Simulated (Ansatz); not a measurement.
# UB3LYP/6-31G(d) (spherical functions) run of CH2GeN (SMILES N#[C][GeH2])

What is the electronic atomisation energy of CH2GeN at UB3LYP/6-31G* (spherical functions)? 

Program for the calculation: Ansatz 0.2.0.

57 further runs of the same task are left out: 57 set aside as unsound or not needed.

## 1. The system as given

CH2GeN: 5 atoms, total charge 0, spin state doublet. SMILES: `N#[C][GeH2]`. The coordinates come from a PBE0-D4/def2-TZVP relaxation.

Bond lengths: N1–C2 1.154 Å, C2–Ge3 1.912 Å, Ge3–H4 1.534 Å, Ge3–H5 1.534 Å. Angles: N1–C2–Ge3 175.5°, C2–Ge3–H4 108.2°, C2–Ge3–H5 108.2°, H4–Ge3–H5 114.7°.

## 2. The energy at UB3LYP/6-31G(d) (spherical functions)

run.yaml

```yaml
crystal:
  periodic: [false, false, false]
  atoms:
    - {symbol: "N", position_ang: [1.590700, -1.029300, 1.293200]}
    - {symbol: C, position_ang: [0.838400, -0.535900, 0.570400]}
    - {symbol: Ge, position_ang: [-0.315900, 0.241400, -0.740100]}
    - {symbol: H, position_ang: [-1.658900, -0.498000, -0.695900]}
    - {symbol: H, position_ang: [-0.404300, 1.748400, -0.468900]}
basis:
  gaussian: {orbitals: 6-31G_st_-spherical.json}
magnetization: {spin_polarized: true, initial_magnetization: 1}
hamiltonian: {xc: {name: B3LYP}}
accuracy: high
output: {orbitals: {seedname: orbitals}}
```

The basis set 6-31G* is read from a file made from the Basis Set Exchange's data (not shown).

The run is started by

```bash
$ ansatz run run.yaml --threads 1 --pin off --max-ram 3480MiB --events-out events.jsonl --progress --plain --runs-dir runs
```

The program printed:

```text
Warning: RAYON_NUM_THREADS=1 ignored (pool sized by the plan → 1); use --threads N
Functional definition: B3LYP
  name "B3LYP"
  parameter a0 = 0.2
  parameter ax = 0.72
  parameter ac = 0.81
  exchange = (1 - a0 - ax)*slater_x + ax*b88_x + a0*exact_x
  correlation = (1 - ac)*vwn_rpa_c + ac*lyp_c
1295 factors; integrals over basis functions are off by at most 6.5e-9 eV
mean field evaluation 1: about -59064.3088 eV, gradient 3.1e1 eV
mean field evaluation 2: about -59027.0684 eV, gradient 7.9e1 eV
mean field evaluation 4: about -59068.8771 eV, gradient 6.5e0 eV
mean field evaluation 8: about -59069.2255 eV, gradient 1.4e-1 eV
mean field evaluation 16: about -59069.2257 eV, gradient 2.4e-4 eV
mean field -59069.22565119 eV, -2170.7540041219 hartree, gradient 1.3e-8 eV, S^2 0.752714; 0 other end points of the search recorded, 0 dependent functions left out
reference -59069.22568478 eV, -2170.7540053564 hartree; 24, 23 occupied and 40, 41 virtual orbitals, 1295 factors
Total energy: -59069.22568478 eV, -2170.7540053564 hartree
```

It took 7.5 s on 1 thread of Arm Neoverse V2, shared host; peak memory 0.26 GiB.

## 3. The C atom

in.yaml

```yaml
crystal:
  periodic: [false, false, false]
  atoms:
    - {symbol: C, position_ang: [0.000000, 0.000000, 0.000000]}
basis:
  gaussian: {orbitals: 6-31G_st_-spherical.json}
magnetization: {spin_polarized: true, initial_magnetization: 2}
hamiltonian: {xc: {name: B3LYP}}
accuracy: high
```

The basis set 6-31G* is read from a file made from the Basis Set Exchange's data (not shown).

Run the same way, it converges to -37.84469 Eh (log not shown).

## 4. The Ge atom at the same level

in.yaml

```yaml
crystal:
  periodic: [false, false, false]
  atoms:
    - {symbol: Ge, position_ang: [0.000000, 0.000000, 0.000000]}
basis:
  gaussian: {orbitals: 6-31G_st_-spherical.json}
total_charge: 0
magnetization: {spin_polarized: true, initial_magnetization: 2}
accuracy: high
hamiltonian: {xc: {name: B3LYP}}
```

The basis set 6-31G* is read from a file made from the Basis Set Exchange's data (not shown).

Run the same way, it converges to -2076.68559 Eh (log not shown).

## 5. The H atom

run.yaml

```yaml
crystal:
  periodic: [false, false, false]
  atoms:
    - {symbol: H, position_ang: [0.000000, 0.000000, 0.000000]}
basis:
  gaussian: {orbitals: "6-31G*"}
magnetization: {spin_polarized: true, initial_magnetization: 1}
hamiltonian: {xc: {name: B3LYP}}
accuracy: high
```

Run the same way, it converges to -0.50027 Eh (log not shown).

## 6. The N atom, same level

job.yaml

```yaml
crystal:
  periodic: [false, false, false]
  atoms:
    - symbol: "N"
      position_ang: [0.000000, 0.000000, 0.000000]
basis:
  gaussian:
    orbitals: 6-31G_st_-spherical.json
magnetization:
  spin_polarized: true
  initial_magnetization: 3
hamiltonian:
  xc: {name: B3LYP}
accuracy: high
```

The basis set 6-31G* is read from a file made from the Basis Set Exchange's data (not shown).

Run the same way, it converges to -54.58288 Eh (log not shown).

## 7. Summary of results

Level: UB3LYP/6-31G* (spherical functions).

| quantity | value |
| --- | --- |
| molecule: total energy | -2170.75401 Eh |
| molecule: HOMO energy (highest over α and β) | -6.77 eV |
| molecule: LUMO energy (lowest over α and β) | -4.05 eV |
| molecule: ⟨S²⟩ | 0.753 |
| C atom: total energy | -37.84469 Eh |
| C atom: ⟨S²⟩ | 2.002 |
| Ge atom: total energy | -2076.68559 Eh |
| Ge atom: ⟨S²⟩ | 2.002 |
| H atom: total energy | -0.50027 Eh |
| H atom: ⟨S²⟩ | 0.750 |
| N atom: total energy | -54.58288 Eh |
| N atom: ⟨S²⟩ | 3.752 |
| electronic atomisation energy | 17.424 eV |

Taking the molecule apart into free atoms costs 17.42 eV (402 kcal/mol), before zero-point energy and without spin-orbit coupling.
